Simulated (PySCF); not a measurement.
# CH5ClF2Si2: electronic excitations

Wanted: the electronic excitations of CH5ClF2Si2 (`F[C@@H]([SiH3])[Si@@H](F)Cl`), by calculation.

Computed with PySCF 2.14.0, with density-fitted response routines of our own, on a single molecule in the gas phase. Atoms count from 0, in the outputs and in this text.

**1. The starting structure**

11 atoms, charge 0, multiplicity 1; geometry from: GFN2-xTB.

Bonds of the start (Å): F0–C1 1.40, C1–Si2 1.93, C1–Si3 1.91, Si3–F4 1.62, Si3–Cl5 1.99, C1–H6 1.10, Si2–H7 1.46, Si2–H8 1.46, Si2–H9 1.46, Si3–H10 1.45.

**2. Ultraviolet spectrum: PBE0/def2-SVPD**

The job: settings as JSON, then the geometry in Å.

```
{"job": {"kind": "uv", "xc": "PBE0", "basis": "def2-SVPD", "nstates": 8, "ntriplets": 3}, "charge": 0, "multiplicity": 1}
F      0.238016     0.573696    -1.853224
C      0.125723    -0.242811    -0.719106
Si     1.591923     0.193253     0.458348
Si    -1.641309    -0.097457    -0.013117
F     -1.675787    -1.208983     1.158031
Cl    -1.985430     1.673374     0.830717
H      0.266156    -1.261308    -1.099195
H      1.511756    -0.729825     1.588129
H      1.445413     1.587040     0.869290
H      2.819063     0.002462    -0.312447
H     -2.690101    -0.486771    -0.933390
```

Level: TDDFT PBE0/def2-SVPD, vertical, gas phase, core orbitals frozen in the response.

Launch:

```bash
OMP_NUM_THREADS=1 python probes_run.py task.json out
```

This one command runs all jobs of the session in turn.

Predict these results of the whole session: lowest singlet (PBE0/def2-SVPD); brightest single state of those computed; lowest triplet.

**Answer**, as computed:

| quantity | value |
| --- | --- |
| lowest singlet (PBE0/def2-SVPD) | 6.59 eV (188 nm), f = 0.041 |
| brightest single state of those computed | state 7, 8.39 eV, f = 0.079 |
| lowest triplet | 6.04 eV |

**Reading.** The first singlet state (HOMO→LUMO 0.97) lies at 6.59 eV and is weak; of the 8 states computed, the strongest absorption comes from states 7 to 8 together at 8.39 eV (the last computed, so partners may be missing). The lowest triplet lies 0.56 eV below the lowest singlet (triplets in Tamm-Dancoff, singlets in full TDDFT).
